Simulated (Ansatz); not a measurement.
## BiTe: single point with PBE0

Crystal: BiTe.

```
Bi Te
1.0
     0.00000    3.23500    3.23500
     3.23500    0.00000    3.23500
     3.23500    3.23500    0.00000
Bi Te
1 1
Direct
  0.00000 0.00000 0.00000
  0.50000 0.50000 0.50000
```

* Program: Ansatz 0.2.0
* Task: single point
* Functional: PBE0
* Potentials or basis: Ansatz PAW
* Cutoff: 420 eV (not typed: the program's choice for these potentials)
* k mesh: 4 × 4 × 4
* Occupations: fermi-dirac, width 0.05 eV
* Spin: no spin polarisation

| Item | Value |
| --- | --- |
| Pressure | -1.5 GPa |
| Band gap on the k mesh | none (metal or under the smearing width) |

Levels at points of the mesh, in eV from the Fermi level:
| k point | band 12 | band 13 | band 14 | band 15 | band 16 | band 17 | band 18 | band 19 |
| --- | --- | --- | --- | --- | --- | --- | --- | --- |
| (0.00, 0.00, 0.00) | -9.30 | -3.54 | -3.54 | -3.54 | 2.76 | 2.76 | 2.76 | 5.25 |
| (0.00, 0.00, -0.50) | -12.94 | -2.77 | -2.77 | -2.25 | -1.12 | -1.09 | -1.09 | 8.09 |
| (0.00, -0.50, -0.50) | -11.47 | -7.06 | -5.21 | -5.21 | 2.64 | 4.31 | 4.31 | 5.84 |

It took 8.2 s on 1 × NVIDIA H100 80GB HBM3 with 2 threads of AMD EPYC 7R13 Processor (Zen 3) (shared host), peak memory 1.6 GiB.

Caveat: the k mesh is coarse (spacing up to 0.42 Å⁻¹), so the values aren't converged, least of all with exact exchange; spin-orbit coupling is left out, which moves the levels of the heavy elements; the PAW data sets come from PBE, with cores solved anew for the run's functional, which leaves a small shift of forces and pressure; the thresholds are loose for stress.
